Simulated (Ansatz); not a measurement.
# B2H4OS: the cost of one run

Computed with Ansatz 0.2.0, Gaussian basis. Level: the settings change from run to run.

## (1) The relaxed structure

The structure was relaxed beforehand with PBE0-D4 in a triple-zeta def2 set.

SMILES `OBBS`, 8 atoms, charge 0, spin multiplicity 1.

Atoms are counted from 1 here; the program's logs count them from 0.

Bond lengths: O1–B2 1.356 Å, O1–H5 0.961 Å, B2–B3 1.686 Å, B2–H6 1.210 Å, B3–S4 1.771 Å, B3–H7 1.196 Å, S4–H8 1.345 Å. Angles: B2–O1–H5 113.4°, O1–B2–B3 120.7°, O1–B2–H6 118.5°, B3–B2–H6 120.8°, B2–B3–S4 119.9°, B2–B3–H7 122.0°, S4–B3–H7 118.0°, B3–S4–H8 100.3°.

## (2) B2PLYP/aug-pcseg-2

This run has atoms shaken by 0.15 Å, high accuracy.

The input, in.yaml:

```yaml
crystal:
  periodic: [false, false, false]
  atoms:
    - {symbol: O, position_ang: [-1.523616, -1.015975, 0.823525]}
    - {symbol: B, position_ang: [-0.958287, 0.143890, -0.156668]}
    - {symbol: B, position_ang: [0.626166, 0.620788, -0.021923]}
    - {symbol: S, position_ang: [1.741329, -0.364173, -0.814640]}
    - {symbol: H, position_ang: [-2.147923, -1.370125, 0.555254]}
    - {symbol: H, position_ang: [-1.602894, 0.314288, -0.798155]}
    - {symbol: H, position_ang: [1.025271, 1.567915, 0.742612]}
    - {symbol: H, position_ang: [3.194645, 0.044775, -0.352689]}
basis:
  gaussian: {orbitals: aug-pcseg-2}
hamiltonian: {xc: {name: B2PLYP}}
accuracy: high
output: {forces: true}
```

Command:

```bash
ansatz run in.yaml --threads 2 --pin off --events-out ev --progress --plain --max-ram 4352MiB
```

What time and memory should one allow on 2 threads of Arm Neoverse V2, shared host?

About 1.7 min, with a peak of 2.2 GiB.
